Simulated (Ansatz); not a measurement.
**C3H9F2NSeZr: a ladder of functionals and wavefunction methods**

One table from this session's results is given with a row withheld; the runs are named, their logs left out.

The runs use Ansatz 0.2.0, Gaussian basis; functionals in def2-TZVPP, the program's frozen cores in correlated methods.

Plan: LDA (SPW92), PBE-D4, revPBE-D4, BLYP-D4, r2SCAN-D4, B97M-V, PBE0-D4, B3LYP-D4, r2SCANh-D4, r2SCAN0-D4, HSE06-D4, BHLYP-D4, CAM-B3LYP-D4, LC-ωPBE, ωB97X-V, ωB97M-V, B2PLYP, PBE-QIDH; CCSD(T)/def2-SVP; CCSD(T)/def2-TZVPP; MP2/def2-QZVPP; extrapolation to the limit; RPA on PBE.

**Structure used throughout**

An earlier PBE0-D4 in a triple-zeta def2 set relaxation fixed the geometry. Zr takes the def2 core potential; no spin-orbit term is included.

SMILES `C[Se][Zr]([F])([F])[N](C)C`, 17 atoms, charge 0, spin multiplicity 1.

Atoms are counted from 1 here; the program's logs count them from 0.

Bond lengths: C1–Se2 1.966 Å, C1–H9 1.089 Å, C1–H10 1.087 Å, C1–H11 1.088 Å, Se2–Zr3 2.591 Å, Zr3–F4 1.910 Å, Zr3–F5 1.912 Å, Zr3–N6 1.998 Å, N6–C7 1.444 Å, N6–C8 1.446 Å, C7–H12 1.098 Å, C7–H13 1.093 Å, C7–H14 1.098 Å, C8–H15 1.094 Å, C8–H16 1.098 Å, C8–H17 1.098 Å. Angles: Se2–C1–H9 106.7°, Se2–C1–H10 110.1°, Se2–C1–H11 110.4°, H9–C1–H10 109.8°, H9–C1–H11 109.3°, H10–C1–H11 110.5°, C1–Se2–Zr3 101.4°, Se2–Zr3–F4 108.2°, Se2–Zr3–F5 110.5°, Se2–Zr3–N6 103.6°, F4–Zr3–F5 115.5°, F4–Zr3–N6 110.9°, F5–Zr3–N6 107.4°, Zr3–N6–C7 124.5°, Zr3–N6–C8 121.9°, C7–N6–C8 113.6°, N6–C7–H12 111.3°, N6–C7–H13 110.9° and more.

Set-up of the first run:

The input, in.yaml:

```yaml
crystal:
  periodic: [false, false, false]
  atoms:
    - {symbol: C, position_ang: [0.356326, 2.145634, -1.430360]}
    - {symbol: Se, position_ang: [-0.669725, 2.756096, 0.130993]}
    - {symbol: Zr, position_ang: [-0.475524, 0.705455, 1.702658]}
    - {symbol: F, position_ang: [-2.152452, 0.468793, 2.586587]}
    - {symbol: F, position_ang: [1.042189, 0.884872, 2.851636]}
    - {symbol: N, position_ang: [-0.105384, -0.811006, 0.455345]}
    - {symbol: C, position_ang: [1.215716, -1.268499, 0.092344]}
    - {symbol: C, position_ang: [-1.170092, -1.560770, -0.172366]}
    - {symbol: H, position_ang: [0.303530, 2.941673, -2.170983]}
    - {symbol: H, position_ang: [-0.084051, 1.237293, -1.833957]}
    - {symbol: H, position_ang: [1.395953, 1.975855, -1.158630]}
    - {symbol: H, position_ang: [1.361216, -2.322243, 0.363604]}
    - {symbol: H, position_ang: [1.984836, -0.684706, 0.605501]}
    - {symbol: H, position_ang: [1.385735, -1.174249, -0.988235]}
    - {symbol: H, position_ang: [-2.149700, -1.184046, 0.137013]}
    - {symbol: H, position_ang: [-1.122409, -2.624271, 0.095202]}
    - {symbol: H, position_ang: [-1.116154, -1.485878, -1.266343]}
basis:
  gaussian: {orbitals: def2-TZVPP}
hamiltonian: {xc: lda}
output: {orbitals: {seedname: orbitals}}
```

Command:

```
> ansatz run in.yaml --threads 4 --pin off --events-out ev --progress --plain --max-ram 46080MiB --backend cuda --devices 0, --max-vram 37GiB
```

Among the steps run: LDA; PBE-D4 (GGA); revPBE-D4 (GGA); BLYP-D4 (GGA); r2SCAN-D4 (meta-GGA); B97M-V (meta-GGA); B3LYP-D4 (hybrid); r2SCANh-D4 (hybrid); r2SCAN0-D4 (hybrid); HSE06-D4 (hybrid); BHLYP-D4 (hybrid); CAM-B3LYP-D4 (range-separated); LC-ωPBE (range-separated); ωB97X-V (range-separated); ωB97M-V (range-separated); B2PLYP (double hybrid); PBE-QIDH (double hybrid).

One of the session's tables, all rows but one given; the rest of the session is left out.

It belongs to the step «Orbital energies across the functionals». 

```
  functional  HOMO (eV)  gap (eV)
 LDA (SPW92)      -5.56      3.22
      PBE-D4      -5.40      3.30
   revPBE-D4      -5.34      3.34
     BLYP-D4      -5.25      3.26
   r2SCAN-D4      -5.65      3.72
      B97M-V      -5.73      3.76
     PBE0-D4      -6.52      5.22
    B3LYP-D4      -6.30      4.78
  r2SCANh-D4      -6.07      4.43
  r2SCAN0-D4          ?         ?
    HSE06-D4      -6.12      4.45
    BHLYP-D4      -7.49      7.06
CAM-B3LYP-D4      -7.76      7.48
     LC-ωPBE      -9.05      9.93
     ωB97X-V      -8.74      9.48
     ωB97M-V      -8.62      9.15
```

Estimate the missing values for r2SCAN0-D4.

Worked estimate for «HOMO (eV)». Against the share of exact exchange, r2SCAN-D4 (0, -5.65), r2SCANh-D4 (0.1, -6.07) give a slope of -4.20 per unit share; at 0.25 the line stands at -6.70.

As computed: HOMO (eV): -6.69; gap (eV): 5.49. In «HOMO (eV)» the line misses by -0.01.
